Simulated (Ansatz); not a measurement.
# C₄H₁₂Hf: basis-set convergence

An exercise on one series of results from a longer session: the logs are not shown, and one member is left open.

Computed with Ansatz 0.2.0, Gaussian basis. Level: one geometry, several basis sets.

Levels to be run: PBE0-D4/def2-SVP; ωB97M-V/def2-SVP; PBE0-D4/def2-QZVPP; ωB97M-V/def2-QZVPP; the functionals' def2-TZVPP values are taken from earlier runs.

1 further run of the same task is left out (for a known fault of the program).

**The geometry**

All runs share one geometry, relaxed beforehand with PBE0-D4 in a triple-zeta def2 set. Hf takes the def2 core potential; no spin-orbit term is included.

SMILES `[CH3][Hf]([CH3])([CH3])[CH3]`, 17 atoms, charge 0, spin multiplicity 1.

Atoms are counted from 1 here; the program's logs count them from 0.

Bond lengths: C1–Hf2 2.217 Å, C1–H6 1.097 Å, C1–H7 1.097 Å, C1–H8 1.097 Å, Hf2–C3 2.217 Å, Hf2–C4 2.217 Å, Hf2–C5 2.217 Å, C3–H9 1.098 Å, C3–H10 1.098 Å, C3–H11 1.098 Å, C4–H12 1.097 Å, C4–H13 1.097 Å, C4–H14 1.097 Å, C5–H15 1.097 Å, C5–H16 1.098 Å, C5–H17 1.098 Å. Angles: Hf2–C1–H6 111.6°, Hf2–C1–H7 111.7°, Hf2–C1–H8 111.7°, H6–C1–H7 107.2°, H6–C1–H8 107.2°, H7–C1–H8 107.2°, C1–Hf2–C3 109.5°, C1–Hf2–C4 109.5°, C1–Hf2–C5 109.5°, C3–Hf2–C4 109.5°, C3–Hf2–C5 109.5°, C4–Hf2–C5 109.5°, Hf2–C3–H9 111.7°, Hf2–C3–H10 111.7°, Hf2–C3–H11 111.7°, H9–C3–H10 107.2°, H9–C3–H11 107.2°, H10–C3–H11 107.2° and more.

The first run:

in.yaml reads:

```yaml
crystal:
  periodic: [false, false, false]
  atoms:
    - {symbol: C, position_ang: [-1.140225, 0.636449, 1.791661]}
    - {symbol: Hf, position_ang: [-0.000151, -0.000173, -0.000059]}
    - {symbol: C, position_ang: [1.959663, 1.035776, -0.035598]}
    - {symbol: C, position_ang: [0.324185, -2.192232, 0.070785]}
    - {symbol: C, position_ang: [-1.143789, 0.519864, -1.826876]}
    - {symbol: H, position_ang: [-0.601103, 1.402348, 2.363500]}
    - {symbol: H, position_ang: [-1.328436, -0.203857, 2.471871]}
    - {symbol: H, position_ang: [-2.115917, 1.060065, 1.521587]}
    - {symbol: H, position_ang: [2.112218, 1.644790, 0.864623]}
    - {symbol: H, position_ang: [2.047708, 1.706558, -0.899890]}
    - {symbol: H, position_ang: [2.793303, 0.324063, -0.091038]}
    - {symbol: H, position_ang: [-0.062992, -2.688508, -0.828271]}
    - {symbol: H, position_ang: [-0.176835, -2.647989, 0.934340]}
    - {symbol: H, position_ang: [1.390403, -2.441400, 0.145357]}
    - {symbol: H, position_ang: [-1.437335, -0.375712, -2.389257]}
    - {symbol: H, position_ang: [-2.063619, 1.068297, -1.586785]}
    - {symbol: H, position_ang: [-0.557097, 1.151661, -2.505950]}
basis:
  gaussian: {orbitals: def2-SVP}
hamiltonian: {xc: pbe0, dispersion: d4}
output: {orbitals: {seedname: orbitals}}
```

The run is started by

```
> ansatz run in.yaml --threads 2 --pin off --events-out ev --progress --plain --max-ram 22528MiB --backend cpu
```

Among the steps run: PBE0-D4 in def2-SVP; ωB97M-V in def2-SVP; PBE0-D4 in def2-QZVPP; ωB97M-V in def2-QZVPP.

One table of the session follows, with a row left open; its other results are not shown here.

It belongs to the step «Functionals by basis». 

```
functional       basis  HOMO (eV)  LUMO (eV)
   PBE0-D4    def2-SVP      -7.28      -0.20
   PBE0-D4  def2-TZVPP          ?          ?
   PBE0-D4  def2-QZVPP      -7.37      -0.29
   ωB97M-V    def2-SVP      -9.59       1.53
   ωB97M-V  def2-TZVPP      -9.68       1.13
   ωB97M-V  def2-QZVPP      -9.69       0.68
```

Estimate the missing values for PBE0-D4, def2-TZVPP.

As computed: HOMO (eV): -7.36; LUMO (eV): -0.27. In the column «HOMO (eV)» it lies between PBE0-D4, def2-QZVPP (-7.37) and PBE0-D4, def2-SVP (-7.28).
